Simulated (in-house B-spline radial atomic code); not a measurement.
**Ta²⁺: excited configurations**

Wanted: excitation energies of Ta²⁺ as differences of total energies (ΔSCF).

Method: Dirac-Hartree-Fock, average of configuration, Fermi nucleus, basis-set limit. Code: in-house B-spline radial atomic code version 1.

## 1. The system

* element: tantalum (Z = 73)
* charge: +2
* electrons: 71
* configuration: [Xe] 4f14 5d3
* Hamiltonian: Dirac-Coulomb
* nucleus: Fermi, rms radius 5.351 fm

The outer shells:

[Xe] 4f14 5d3
```
[Xe] core
4f [↑↓][↑↓][↑↓][↑↓][↑↓][↑↓][↑↓]
5d [↑ ][↑ ][↑ ][  ][  ]
```

The boxes draw the filling by Hund's rule, which heavy ions in jj coupling don't follow; these runs average over all states of the configuration.

Input settings:

```ini
Z = 73
electrons = 71.0
configuration = [Xe] 4f14 5d3
hamiltonian = dirac
method = hf
spin_polarised = False
nucleus = fermi
rms_radius = 5.3507
mass_number = 181
atomic_mass = 180.947998528
speed_of_light = 137.035999084
```

From the earlier run of the reference: total energy -15615.839890 hartree. Levels, eight at most:

| orbital | occupation | energy (eV) | <r> (bohr) |
| --- | --- | --- | --- |
| 4d5/2 | 6 | -265.75 | 0.5285 |
| 5s1/2 | 2 | -102.35 | 1.120 |
| 5p1/2 | 2 | -70.305 | 1.233 |
| 5p3/2 | 4 | -61.060 | 1.331 |
| 4f5/2 | 6 | -56.947 | 0.6220 |
| 4f7/2 | 8 | -54.771 | 0.6320 |
| 5d3/2 | 1.2 | -23.311 | 1.946 |
| 5d5/2 | 1.8 | -22.751 | 2.000 |

## 2. Configuration [Kr] 4d10 4f14 5s2 5p5 5d3 7p1

Settings: those of step 1 with these lines changed.

```diff
@@ -2,3 +2,3 @@
 electrons = 71.0
-configuration = [Xe] 4f14 5d3
+configuration = [Kr] 4d10 4f14 5s2 5p5 5d3 7p1
 hamiltonian = dirac
```

Results of the run (chosen fields of its result record, rounded):

```text
{
  "status": "converged",
  "iterations": 10,
  "energy [hartree]": {"total": -15613.8665461, "kinetic": 17516.0648846, "nuclear": -38877.6750325, "coulomb": 6056.45603766, "exact_exchange": -308.712435904},
  "breit [hartree]": {"gaunt": 18.32477, "retardation": -1.939592, "frequency_dependence": -0.3108695},
  "qed [hartree]": {"self_energy": 13.29232, "uehling": -2.457184, "wichmann_kroll": 0.09558751},
  "recoil [hartree]": 0.02934571,
  "total_with_corrections [hartree]": -15586.8321645,
  "orbitals [hartree, bohr; first row names the columns]": [
    ["name", "occ", "eps", "<r>"],
    ["1s1/2", 2.0, -2494.0944, 0.018662],
    ["2s1/2", 2.0, -434.27038, 0.078288],
    ["2p1/2", 2.0, -414.14292, 0.064951],
    ["2p3/2", 4.0, -367.36411, 0.072751],
    ["3s1/2", 2.0, -102.46163, 0.20382],
    ["3p1/2", 2.0, -93.551326, 0.1941],
    ["3p3/2", 4.0, -83.320646, 0.20847],
    ["3d3/2", 4.0, -68.488646, 0.183],
    ["3d5/2", 6.0, -66.282839, 0.18744],
    ["4s1/2", 2.0, -22.833845, 0.45917],
    ["4p1/2", 2.0, -19.119844, 0.46603],
    ["4p3/2", 4.0, -16.742051, 0.49731],
    ["4d3/2", 4.0, -10.636732, 0.517],
    ["4d5/2", 6.0, -10.191645, 0.52829],
    ["4f5/2", 6.0, -2.5144827, 0.61799],
    ["4f7/2", 8.0, -2.4349754, 0.62755],
    ["5s1/2", 2.0, -4.1007581, 1.1086],
    ["5p1/2", 1.6667, -2.956907, 1.2138],
    ["5p3/2", 3.3333, -2.6101572, 1.3047],
    ["5d3/2", 1.2, -1.1522459, 1.7918],
    ["5d5/2", 1.8, -1.1251473, 1.8352],
    ["7p1/2", 0.33333, -0.3216893, 6.8203],
    ["7p3/2", 0.66667, -0.30985645, 7.089]
  ],
  "sum_r [bohr^k]": {"-1": 532.598, "1": 42.94895, "2": 90.91306},
  "energy_minus_base [hartree]": 1.97334419,
  "energy_minus_base_with_corrections [hartree]": 1.96955472
}
```

Run time: 1.6 s. Hardware: 1 thread, shared host.

energy_minus_base is the energy less that of the reference run.

## 3. Run with [Xe] 4f13 5d3 6g1

Settings: those of step 2 with these lines changed.

```diff
@@ -2,3 +2,3 @@
 electrons = 71.0
-configuration = [Kr] 4d10 4f14 5s2 5p5 5d3 7p1
+configuration = [Xe] 4f13 5d3 6g1
 hamiltonian = dirac
```

Main fields:

```text
{
  "status": "converged",
  "iterations": 10,
  "energy [hartree]": {"total": -15614.2386745, "kinetic": 17517.3154579, "nuclear": -38856.6200038, "coulomb": 6033.05304738, "exact_exchange": -307.987176003},
  "breit [hartree]": {"gaunt": 18.33611, "retardation": -1.941454, "frequency_dependence": -0.3112047},
  "qed [hartree]": {"self_energy": 13.29381, "uehling": -2.45732, "wichmann_kroll": 0.09559322},
  "recoil [hartree]": 0.02935866,
  "total_with_corrections [hartree]": -15587.1937794,
  "orbitals [hartree, bohr; first row names the columns]": [
    ["name", "occ", "eps", "<r>"],
    ["1s1/2", 2.0, -2494.3968, 0.018662],
    ["2s1/2", 2.0, -434.62394, 0.078292],
    ["2p1/2", 2.0, -414.48754, 0.064954],
    ["2p3/2", 4.0, -367.71469, 0.072755],
    ["3s1/2", 2.0, -102.87322, 0.20383],
    ["3p1/2", 2.0, -93.96008, 0.19411],
    ["3p3/2", 4.0, -83.731866, 0.20847],
    ["3d3/2", 4.0, -68.888422, 0.18301],
    ["3d5/2", 6.0, -66.684414, 0.18745],
    ["4s1/2", 2.0, -23.209766, 0.45827],
    ["4p1/2", 2.0, -19.489575, 0.46458],
    ["4p3/2", 4.0, -17.098769, 0.49544],
    ["4d3/2", 4.0, -10.967136, 0.51465],
    ["4d5/2", 6.0, -10.518441, 0.52568],
    ["5s1/2", 2.0, -4.3340766, 1.0976],
    ["5p1/2", 2.0, -3.1215492, 1.1984],
    ["5p3/2", 4.0, -2.7573322, 1.2879],
    ["4f5/2", 5.5714, -2.8488315, 0.60344],
    ["4f7/2", 7.4286, -2.7675474, 0.61197],
    ["5d3/2", 1.2, -1.2752963, 1.74],
    ["5d5/2", 1.8, -1.2462265, 1.7827],
    ["6g7/2", 0.44444, -0.12513742, 14.634],
    ["6g9/2", 0.55556, -0.125142, 14.633]
  ],
  "sum_r [bohr^k]": {"-1": 532.3096, "1": 50.72353, "2": 277.3086},
  "energy_minus_base [hartree]": 1.60121575,
  "energy_minus_base_with_corrections [hartree]": 1.6079398
}
```

Run time: 1.9 s. Hardware: 1 thread, shared host.

## 4. Configuration [Xe] 4f13 5d3 5f1

Settings: those of step 3 with these lines changed.

```diff
@@ -2,3 +2,3 @@
 electrons = 71.0
-configuration = [Xe] 4f13 5d3 6g1
+configuration = [Xe] 4f13 5d3 5f1
 hamiltonian = dirac
```

Main fields:

```text
{
  "status": "converged",
  "iterations": 10,
  "energy [hartree]": {"total": -15614.401612, "kinetic": 17517.4775773, "nuclear": -38864.8843568, "coulomb": 6040.99454287, "exact_exchange": -307.98937546},
  "breit [hartree]": {"gaunt": 18.33608, "retardation": -1.94145, "frequency_dependence": -0.3112043},
  "qed [hartree]": {"self_energy": 13.29381, "uehling": -2.457321, "wichmann_kroll": 0.09559323},
  "recoil [hartree]": 0.02935906,
  "total_with_corrections [hartree]": -15587.3567383,
  "orbitals [hartree, bohr; first row names the columns]": [
    ["name", "occ", "eps", "<r>"],
    ["1s1/2", 2.0, -2494.2836, 0.018662],
    ["2s1/2", 2.0, -434.51064, 0.078292],
    ["2p1/2", 2.0, -414.37426, 0.064954],
    ["2p3/2", 4.0, -367.60139, 0.072755],
    ["3s1/2", 2.0, -102.7597, 0.20383],
    ["3p1/2", 2.0, -93.846575, 0.19411],
    ["3p3/2", 4.0, -83.61835, 0.20847],
    ["3d3/2", 4.0, -68.774935, 0.18301],
    ["3d5/2", 6.0, -66.570922, 0.18745],
    ["4s1/2", 2.0, -23.096297, 0.45827],
    ["4p1/2", 2.0, -19.376114, 0.46458],
    ["4p3/2", 4.0, -16.985327, 0.49544],
    ["4d3/2", 4.0, -10.853704, 0.51465],
    ["4d5/2", 6.0, -10.405014, 0.52568],
    ["5s1/2", 2.0, -4.2204499, 1.0976],
    ["5p1/2", 2.0, -3.0078852, 1.1985],
    ["5p3/2", 4.0, -2.6436502, 1.2881],
    ["4f5/2", 5.5714, -2.7354577, 0.60343],
    ["4f7/2", 7.4286, -2.6541802, 0.61195],
    ["5d3/2", 1.2, -1.1623532, 1.7454],
    ["5d5/2", 1.8, -1.1334415, 1.7888],
    ["5f5/2", 0.42857, -0.28806721, 5.6994],
    ["5f7/2", 0.57143, -0.28823035, 5.694]
  ],
  "sum_r [bohr^k]": {"-1": 532.4228, "1": 41.80445, "2": 72.75196},
  "energy_minus_base [hartree]": 1.43827825,
  "energy_minus_base_with_corrections [hartree]": 1.44498087
}
```

Run time: 1.6 s. Hardware: 1 thread, shared host.

Radial density 4πr²n(r) and radial functions P(r) = rR(r):

| r (bohr) | 4πr²n | 4f7/2 | 5d5/2 | 5f7/2 |
| --- | --- | --- | --- | --- |
| 0.00234 | 25.61 | 0.0000 | 0.0000 | 0.0000 |
| 0.00376 | 46.46 | 0.0000 | 0.0001 | 0.0000 |
| 0.00606 | 74.63 | 0.0000 | 0.0005 | 0.0000 |
| 0.00976 | 98.70 | 0.0001 | 0.0020 | 0.0000 |
| 0.0157 | 100.8 | 0.0004 | 0.0069 | 0.0000 |
| 0.0253 | 91.12 | 0.0021 | 0.0227 | 0.0001 |
| 0.0408 | 115.3 | 0.0108 | 0.0649 | 0.0005 |
| 0.0656 | 129.7 | 0.0484 | 0.1488 | 0.0020 |
| 0.106 | 102.7 | 0.1812 | 0.2362 | 0.0076 |
| 0.170 | 120.6 | 0.5090 | 0.1577 | 0.0213 |
| 0.274 | 63.75 | 1.0147 | -0.1882 | 0.0417 |
| 0.441 | 73.09 | 1.2999 | -0.3538 | 0.0497 |
| 0.711 | 32.02 | 1.0172 | 0.1250 | 0.0248 |
| 1.14 | 13.96 | 0.4785 | 0.7230 | -0.0330 |
| 1.84 | 3.961 | 0.1216 | 0.7541 | -0.1317 |
| 2.97 | 0.4782 | 0.0131 | 0.3418 | -0.3025 |
| 4.78 | 0.2157 | 0.0003 | 0.0544 | -0.4555 |
| 7.69 | 0.09924 | 0.0000 | 0.0019 | -0.3148 |
| 12.4 | 0.003279 | 0.0000 | 0.0000 | -0.0572 |
| 19.9 | 1.535e-06 | 0.0000 | 0.0000 | -0.0012 |

Clear maxima of the radial density (full grid of the record): 0.012, 0.052, 0.17, 0.44 bohr.

X-ray form factor of the spherical density:

| sinθ/λ (1/Å) | f (electrons) |
| --- | --- |
| 0 | 71.000 |
| 0.1 | 67.492 |
| 0.2 | 61.471 |
| 0.3 | 54.574 |
| 0.4 | 48.211 |
| 0.6 | 38.128 |
| 0.8 | 30.678 |
| 1 | 25.068 |
| 1.4 | 18.272 |
| 1.8 | 14.918 |
| 2.5 | 10.867 |
| 4 | 5.685 |
| 6 | 3.817 |

## 5. Run with [Xe] 4f14 5d2 9p1

Settings: those of step 4 with these lines changed.

```diff
@@ -2,3 +2,3 @@
 electrons = 71.0
-configuration = [Xe] 4f13 5d3 5f1
+configuration = [Xe] 4f14 5d2 9p1
 hamiltonian = dirac
```

Main fields:

```text
{
  "status": "converged",
  "iterations": 10,
  "energy [hartree]": {"total": -15615.1517131, "kinetic": 17517.7002454, "nuclear": -38882.4186696, "coulomb": 6059.01437896, "exact_exchange": -309.447667819},
  "breit [hartree]": {"gaunt": 18.32964, "retardation": -1.940327, "frequency_dependence": -0.3110716},
  "qed [hartree]": {"self_energy": 13.29262, "uehling": -2.457174, "wichmann_kroll": 0.09558748},
  "recoil [hartree]": 0.02934669,
  "total_with_corrections [hartree]": -15588.1130947,
  "orbitals [hartree, bohr; first row names the columns]": [
    ["name", "occ", "eps", "<r>"],
    ["1s1/2", 2.0, -2494.0349, 0.018662],
    ["2s1/2", 2.0, -434.22949, 0.078289],
    ["2p1/2", 2.0, -414.10016, 0.064951],
    ["2p3/2", 4.0, -367.32278, 0.072751],
    ["3s1/2", 2.0, -102.4296, 0.20382],
    ["3p1/2", 2.0, -93.520234, 0.1941],
    ["3p3/2", 4.0, -83.289417, 0.20847],
    ["3d3/2", 4.0, -68.454497, 0.183],
    ["3d5/2", 6.0, -66.24874, 0.18744],
    ["4s1/2", 2.0, -22.801784, 0.45913],
    ["4p1/2", 2.0, -19.089135, 0.46569],
    ["4p3/2", 4.0, -16.710602, 0.49689],
    ["4d3/2", 4.0, -10.600359, 0.5173],
    ["4d5/2", 6.0, -10.154902, 0.52859],
    ["5s1/2", 2.0, -4.1435159, 1.1141],
    ["5p1/2", 2.0, -2.9529399, 1.2216],
    ["5p3/2", 4.0, -2.6077153, 1.3153],
    ["4f5/2", 6.0, -2.4818574, 0.62054],
    ["4f7/2", 8.0, -2.4020665, 0.63038],
    ["5d3/2", 0.8, -1.20344, 1.8194],
    ["5d5/2", 1.2, -1.1795176, 1.8629],
    ["9p1/2", 0.33333, -0.13446243, 16.5],
    ["9p3/2", 0.66667, -0.13130281, 16.905]
  ],
  "sum_r [bohr^k]": {"-1": 532.663, "1": 52.33929, "2": 348.6136},
  "energy_minus_base [hartree]": 0.688177181,
  "energy_minus_base_with_corrections [hartree]": 0.68862451
}
```

It took 3.3 s on 1 thread, shared host.

## 6. [Kr] 4d9 4f14 5s2 5p6 5d3 9p1

Settings: those of step 5 with these lines changed.

```diff
@@ -2,3 +2,3 @@
 electrons = 71.0
-configuration = [Xe] 4f14 5d2 9p1
+configuration = [Kr] 4d9 4f14 5s2 5p6 5d3 9p1
 hamiltonian = dirac
```

Main fields:

```text
{
  "status": "converged",
  "iterations": 10,
  "energy [hartree]": {"total": -15606.4173717, "kinetic": 17509.2101771, "nuclear": -38834.5044635, "coulomb": 6025.8798392, "exact_exchange": -307.002924554},
  "breit [hartree]": {"gaunt": 18.3183, "retardation": -1.938627, "frequency_dependence": -0.3112365},
  "qed [hartree]": {"self_energy": 13.29438, "uehling": -2.457466, "wichmann_kroll": 0.09559888},
  "recoil [hartree]": 0.02936908,
  "total_with_corrections [hartree]": -15579.3870563,
  "orbitals [hartree, bohr; first row names the columns]": [
    ["name", "occ", "eps", "<r>"],
    ["1s1/2", 2.0, -2494.7068, 0.018662],
    ["2s1/2", 2.0, -434.88401, 0.078283],
    ["2p1/2", 2.0, -414.7616, 0.064946],
    ["2p3/2", 4.0, -367.97917, 0.072744],
    ["3s1/2", 2.0, -102.98576, 0.20377],
    ["3p1/2", 2.0, -94.08234, 0.19404],
    ["3p3/2", 4.0, -83.845207, 0.20839],
    ["3d3/2", 4.0, -69.019738, 0.18313],
    ["3d5/2", 6.0, -66.812119, 0.18758],
    ["4s1/2", 2.0, -23.237861, 0.45805],
    ["4p1/2", 2.0, -19.502448, 0.46432],
    ["4p3/2", 4.0, -17.110187, 0.49519],
    ["4d3/2", 3.6, -11.051234, 0.51368],
    ["4d5/2", 5.4, -10.60289, 0.52462],
    ["4f5/2", 6.0, -2.8686201, 0.60207],
    ["4f7/2", 8.0, -2.7865781, 0.61053],
    ["5s1/2", 2.0, -4.3509548, 1.0959],
    ["5p1/2", 2.0, -3.1360879, 1.1963],
    ["5p3/2", 4.0, -2.7699411, 1.2857],
    ["5d3/2", 1.2, -1.2832534, 1.7387],
    ["5d5/2", 1.8, -1.2540186, 1.7816],
    ["9p1/2", 0.33333, -0.13575307, 16.343],
    ["9p3/2", 0.66667, -0.13252963, 16.748]
  ],
  "sum_r [bohr^k]": {"-1": 532.0066, "1": 52.74032, "2": 344.2081},
  "energy_minus_base [hartree]": 9.42251861,
  "energy_minus_base_with_corrections [hartree]": 9.41466286
}
```

Run time: 1.6 s. Hardware: 1 thread, shared host.

## 7. [Kr] 4d10 4f14 5s2 5p5 5d3 6p1

Settings: those of step 6 with these lines changed.

```diff
@@ -2,3 +2,3 @@
 electrons = 71.0
-configuration = [Kr] 4d9 4f14 5s2 5p6 5d3 9p1
+configuration = [Kr] 4d10 4f14 5s2 5p5 5d3 6p1
 hamiltonian = dirac
```

Main fields:

```text
{
  "status": "converged",
  "iterations": 10,
  "energy [hartree]": {"total": -15614.156137, "kinetic": 17516.3827285, "nuclear": -38887.126763, "coulomb": 6065.3162224, "exact_exchange": -308.728324817},
  "breit [hartree]": {"gaunt": 18.32515, "retardation": -1.939649, "frequency_dependence": -0.3108836},
  "qed [hartree]": {"self_energy": 13.29236, "uehling": -2.457185, "wichmann_kroll": 0.0955876},
  "recoil [hartree]": 0.02934634,
  "total_with_corrections [hartree]": -15587.1214147,
  "orbitals [hartree, bohr; first row names the columns]": [
    ["name", "occ", "eps", "<r>"],
    ["1s1/2", 2.0, -2493.9654, 0.018662],
    ["2s1/2", 2.0, -434.14278, 0.078288],
    ["2p1/2", 2.0, -414.01517, 0.064951],
    ["2p3/2", 4.0, -367.23647, 0.072751],
    ["3s1/2", 2.0, -102.33477, 0.20382],
    ["3p1/2", 2.0, -93.424517, 0.1941],
    ["3p3/2", 4.0, -83.193837, 0.20847],
    ["3d3/2", 4.0, -68.361613, 0.183],
    ["3d5/2", 6.0, -66.155809, 0.18744],
    ["4s1/2", 2.0, -22.707269, 0.45917],
    ["4p1/2", 2.0, -18.993346, 0.46603],
    ["4p3/2", 4.0, -16.615536, 0.49731],
    ["4d3/2", 4.0, -10.509924, 0.51702],
    ["4d5/2", 6.0, -10.064821, 0.52831],
    ["4f5/2", 6.0, -2.3879172, 0.61813],
    ["4f7/2", 8.0, -2.3084013, 0.62771],
    ["5s1/2", 2.0, -3.9767012, 1.1086],
    ["5p1/2", 1.6667, -2.8329928, 1.2137],
    ["5p3/2", 3.3333, -2.4864425, 1.3052],
    ["5d3/2", 1.2, -1.0312551, 1.8167],
    ["5d5/2", 1.8, -1.0043688, 1.862],
    ["6p1/2", 0.33333, -0.62782355, 3.4615],
    ["6p3/2", 0.66667, -0.59390188, 3.6686]
  ],
  "sum_r [bohr^k]": {"-1": 532.7275, "1": 39.63088, "2": 51.12194},
  "energy_minus_base [hartree]": 1.68375332,
  "energy_minus_base_with_corrections [hartree]": 1.68030447
}
```

Wall time 1.6 s (1 thread, shared host).

## 8. All configurations in order

| net move | configuration | energy above the reference (eV) | with Breit, QED, recoil (eV) | largest <r> (bohr) |
| --- | --- | --- | --- | --- |
| 5d → 9p | [Xe] 4f14 5d2 9p1 | 18.726 | 18.738 | 16.9 |
| 4f → 5f | [Xe] 4f13 5d3 5f1 | 39.138 | 39.320 | 5.70 |
| 4f → 6g | [Xe] 4f13 5d3 6g1 | 43.571 | 43.754 | 14.6 |
| 5p → 6p | [Kr] 4d10 4f14 5s2 5p5 5d3 6p1 | 45.817 | 45.723 | 3.67 |
| 5p → 7p | [Kr] 4d10 4f14 5s2 5p5 5d3 7p1 | 53.697 | 53.594 | 7.09 |
| 4d → 9p | [Kr] 4d9 4f14 5s2 5p6 5d3 9p1 | 256.40 | 256.19 | 16.7 |

Quantum defects of the promoted electron, δ = n − ζ/√(−2ε) with ζ = 3 and ε its orbital energy in hartree:

| promotion | δ |
| --- | --- |
| 5d → 9p | 3.169 |
| 4f → 6g | 0.003 |
| 5p → 6p | 3.273 |
| 5p → 7p | 3.213 |
| 4d → 9p | 3.196 |

What this shows: The energies run from 18.726 eV (5d → 9p) to 256.40 eV (4d → 9p). Koopmans' estimate of the ionisation threshold is 22.751 eV; 5 configurations exceed it by over 2 % and could autoionise. Of those tabulated, the defect is largest for 6p (3.27) and least for 6g (0.00): low angular momentum penetrates the core, high angular momentum stays outside it. Two partly filled shells share a symmetry and can mix in the average, which may lower the energy, for: 4f → 5f; 5p → 6p; 5p → 7p; 4d → 9p. These are averages over configurations, without correlation, not spectroscopic levels.
